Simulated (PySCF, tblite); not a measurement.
**C6H9N3O: geometry, infrared bands and NMR shifts**

What infrared bands and NMR shifts should C6H9N3O (`CCn1cc(C(C)=O)nn1`) show?

Computed with tblite 0.8.0 and PySCF 2.14.0, with density-fitted response routines of our own, on a single molecule in the gas phase. Atoms are numbered from 0 throughout.

## (1) Starting geometry

19 atoms, charge 0, multiplicity 1; geometry from: force field or distance geometry start.

Bonds of the start (Å): C0–C1 1.52, C1–N2 1.45, N2–C3 1.33, C3–C4 1.37, C4–C5 1.46, C5–C6 1.50, C5–O7 1.28, C4–N8 1.35, N8–N9 1.33, N9–N2 1.33, C0–H10 1.11, C0–H11 1.09, C0–H12 1.12, C1–H13 1.12, C1–H14 1.10, C3–H15 1.10, C6–H16 1.10, C6–H17 1.11, C6–H18 1.10.

## (2) Optimising the geometry with GFN2-xTB

Job settings and geometry (Å):

```
{"job": {"kind": "relax", "xc": "GFN2-xTB", "basis": "xTB"}, "charge": 0, "multiplicity": 1}
C     -3.195100     0.326400    -0.005100
C     -2.281300    -0.330200    -1.028300
N     -0.884400    -0.049400    -0.746900
C     -0.038800    -0.739000     0.018000
C      1.150400    -0.053700    -0.045000
C      2.386800    -0.439100     0.634000
C      3.615500     0.397700     0.469100
O      2.407300    -1.481800     1.372000
N      1.022200     1.024600    -0.846700
N     -0.246000     0.998300    -1.250700
H     -3.409100     1.350700    -0.388000
H     -2.801100     0.299500     1.014400
H     -4.138700    -0.278000     0.012700
H     -2.496300    -1.429400    -1.077100
H     -2.530000     0.125200    -1.999200
H     -0.272000    -1.652500     0.590400
H      4.187300     0.410000     1.409600
H      3.270600     1.433400     0.253700
H      4.242900     0.096600    -0.379400
```

Launch:

```
OMP_NUM_THREADS=1 python probes_run.py task.json out
```

The driver reads the jobs from task.json and runs them one after another.

**Question.** This job is followed by: GFN2-xTB harmonic vibrations, gas phase; GIAO PBE0/pcSseg-1 NMR shielding, non-relativistic, gas phase. What will the session give for the following? strongest single infrared mode (GFN2-xTB); zero-point energy (GFN2-xTB); 13C shifts against TMS (PBE0/pcSseg-1); 1H shifts against TMS (PBE0/pcSseg-1, means over atoms taken as alike); 15N shifts against NH3 (PBE0/pcSseg-1); 17O shifts against H2O (PBE0/pcSseg-1).

As calculated:

```
                                                              quantity                                      value
                             strongest single infrared mode (GFN2-xTB)                      1737 cm⁻¹, 334 km/mol
                                          zero-point energy (GFN2-xTB)                              93.5 kcal/mol
                                13C shifts against TMS (PBE0/pcSseg-1)  197.8, 154.5, 131.3, 46.7, 30.7, 20.6 ppm
1H shifts against TMS (PBE0/pcSseg-1, means over atoms taken as alike)                 8.09, 4.52, 2.87, 1.51 ppm
                                15N shifts against NH3 (PBE0/pcSseg-1)                    403.0, 391.0, 278.5 ppm
                                17O shifts against H2O (PBE0/pcSseg-1)                                  636.7 ppm
```

In words: Relaxing lowered the energy by 0.560 eV in 97 steps; the close pair that moved most is C5–O7, from 1.278 to 1.211 Å. No mode is imaginary among the 51: a minimum at this level. The strongest single mode, at 1737 cm⁻¹, moves mainly C5 and O7. GFN2-xTB is a fitted tight-binding method: band positions and strengths are rough. Its intensities can rank the bands wrongly. C5 (ketone carbonyl carbon) lies farthest downfield among carbon, at 197.8 ppm; low-lying n→π* states of the double bond to the heteroatom give a large paramagnetic term (-255 ppm). At PBE0/pcSseg-1: The widest tensor belongs to O7: span 1220 ppm, with a paramagnetic part of -702 ppm. NICS(1)zz of -31 ppm above the planar ring from N2 marks a diatropic (aromatic) ring current.
